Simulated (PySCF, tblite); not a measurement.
# C₆H₅FNO radical: geometry, infrared bands and EPR parameters

What infrared bands and EPR parameters should C₆H₅FNO radical (`N#C[C@H]1C=CO[C](F)C1`) show?

The runs use tblite 0.8.0 and PySCF 2.14.0, with density-fitted response routines of our own; the level of theory stands in each step. All values are computed, except where a source is named. Atoms count from 0, in the outputs and in this text.

### Step 1. The starting structure

14 atoms, charge 0, multiplicity 2; geometry from: force field or distance geometry start.

Bonds of the start (Å): N0–C1 1.16, C1–C2 1.48, C2–C3 1.52, C3–C4 1.34, C4–O5 1.38, O5–C6 1.38, C6–F7 1.34, C6–C8 1.50, C8–C2 1.53, C2–H9 1.09, C3–H10 1.08, C4–H11 1.08, C8–H12 1.11, C8–H13 1.10.

### Step 2. Geometry optimisation with GFN2-xTB

What the job is given:

```
{"job": {"kind": "relax", "xc": "GFN2-xTB", "basis": "xTB"}, "charge": 0, "multiplicity": 2}
N      2.101800     0.740000    -2.138600
C      1.557700     0.571300    -1.129900
C      0.924300     0.337700     0.190300
C     -0.209300     1.332400     0.368200
C     -1.488500     0.947700     0.261200
O     -1.904800    -0.316900    -0.090300
C     -0.943000    -1.296300    -0.268500
F     -1.299600    -2.503400    -0.737800
C      0.425300    -1.107800     0.316200
H      1.656900     0.511900     0.977700
H      0.032600     2.354300     0.614600
H     -2.338600     1.608900     0.377700
H      0.358900    -1.370900     1.388300
H      1.125700    -1.809400    -0.151200
```

Command:

```bash
OMP_NUM_THREADS=1 python probes_run.py task.json out
```

One launch serves the whole session: the jobs run in the order shown.

**Question.** This job is followed by: GFN2-xTB harmonic vibrations, gas phase; UKS B3LYP, pcH-1 on C F H N O, non-relativistic, mean-field spin-orbit, GIAO. What will the session give for the following? strongest single infrared mode (GFN2-xTB); zero-point energy (GFN2-xTB); g(iso) (B3LYP); ⟨S²⟩; largest a(iso); potential on the surface of density 0.002 e/bohr³, 1st and 99th percentile.

**Answer**, as computed:

```
                                                                  quantity                  value
                                 strongest single infrared mode (GFN2-xTB)  2403 cm⁻¹, 208 km/mol
                                              zero-point energy (GFN2-xTB)          60.4 kcal/mol
                                                            g(iso) (B3LYP)                2.00334
                                                                      ⟨S²⟩     0.754 (exact 0.75)
                                                            largest a(iso)   13C on C6, 258.2 MHz
potential on the surface of density 0.002 e/bohr³, 1st and 99th percentile     -1.77 V and 1.52 V
```

Over 51 steps the energy fell by 0.226 eV; of the close pairs, O5–C6 changed most, 1.384 to 1.344 Å. No mode is imaginary among the 36: a minimum at this level. The strongest single mode, at 2403 cm⁻¹, moves mainly C1 and N0. GFN2-xTB is a fitted tight-binding method: band positions and strengths are rough. Its intensities can rank the bands wrongly. C6 carries the largest spin population, 0.80 e. The isotropic g lies 1.0 ppt above the free-electron value. These values are for one conformer; the search (at its own cheap level) found 1 more, at 0.44 kcal/mol, and measured spectra average over such forms.
